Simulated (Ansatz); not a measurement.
Predict the output of the script below (Ansatz 0.2.0 through its Python package).

Contents of `copd3.vasp`:
```text
CoPd3
1.0
   3.85037485    0.00000000    0.00000000
   0.00000000    3.85037485    0.00000000
   0.00000000    0.00000000    3.85037485
Co Pd
1 3
Direct
   0.00000000    0.00000000    0.00000000
   0.00000000    0.50000000    0.50000000
   0.50000000    0.00000000    0.50000000
   0.50000000    0.50000000    0.00000000
```

Script `run_fsm.py`:
```python
"""Fixed-spin-moment curve of CoPd3."""

import ansatz as az
from ase.io import read

atoms = read("copd3.vasp", format="vasp")
cell = az.Crystal.from_ase(atoms)

setup = (
    cell.calculation()
    .basis(450)
    .pseudopotentials("paw")
    .kpoints(6, center="gamma")
    .functional(az.Functional.PBESOL)
    .occupations("fermi_dirac")
    .scf(tolerance=1.0)
)
# a hard lock holds the total moment, with one Fermi level a spin
rows = []
for total in [0.0, 0.6, 1.2, 1.8, 2.4, 3.0]:
    rep = setup.spin("collinear", total=total, lock="hard").run(threads=1, pin="off").report
    up, down = rep["spin_fermi_energies_ev"]
    rows.append((total, rep["free_energy_ev"], up - down, rep["absolute_magnetization_mub"]))
reference = rows[0][1]
rows = [(m, 1000 * (e - reference), split, size) for m, e, split, size in rows]
print("     total muB    F - F(0) meV  EF up - down eV    absolute muB")
for row in rows:
    print(f"{str(row[0]):>14s}  {row[1]:14.2f}  {row[2]:15.4f}  {row[3]:14.3f}")
best = min(rows, key=lambda row: row[1])
print(f"lowest at {best[0]} muB per cell, {best[1]:.1f} meV against the first point")
```

```console
$ python run_fsm.py
RunWarning: this spin-polarised run has no starting moment large enough to seed its density, and nothing else in its deck makes the two spin channels differ, so an SCF from that start keeps the magnetisation at zero until it first converges, unless a state found ahead of a linear-response series gives it moments [...]
RunWarning: F and its Harris–Foulkes estimate disagree by 3.42e-1 eV at the final density (on a DFT+U run the figure also counts the on-site term, by absolute value) — the energy may not be reliable. Consider tightening scf.convergence.
     total muB    F - F(0) meV  EF up - down eV    absolute muB
           0.0            0.00           0.0000           0.000
           0.6         -404.43          -0.4142           1.758
           1.2         -542.03          -0.4972           2.287
           1.8         -673.19          -0.3298           2.287
           2.4         -743.32          -0.1428           2.689
           3.0         -654.28           0.0908           3.219
lowest at 2.4 muB per cell, -743.3 meV against the first point
```
(Warnings from the package without file and line, shortened, repeats left out.)

What to keep in mind:
- The input holds a mistake (the SCF tolerance is far too loose), so what it prints is no property of CoPd3.
- For a metal this k-point mesh is coarse: on a finer one energies can move by several to tens of meV an atom and pressures by half a GPa or more, differences at one mesh by less.
- This cell is a computed structure, which may not be the phase found in nature.
- Only points where the Fermi levels of the two spins meet (minima, maxima and zero moment) are free solutions; a shallow minimum can lie between the points.
- Finished in 83 s on 1 thread of Intel(R) Xeon(R) Platinum 8375C CPU @ 2.90GHz (Ice Lake) (shared host), peak memory 0.56 GiB.
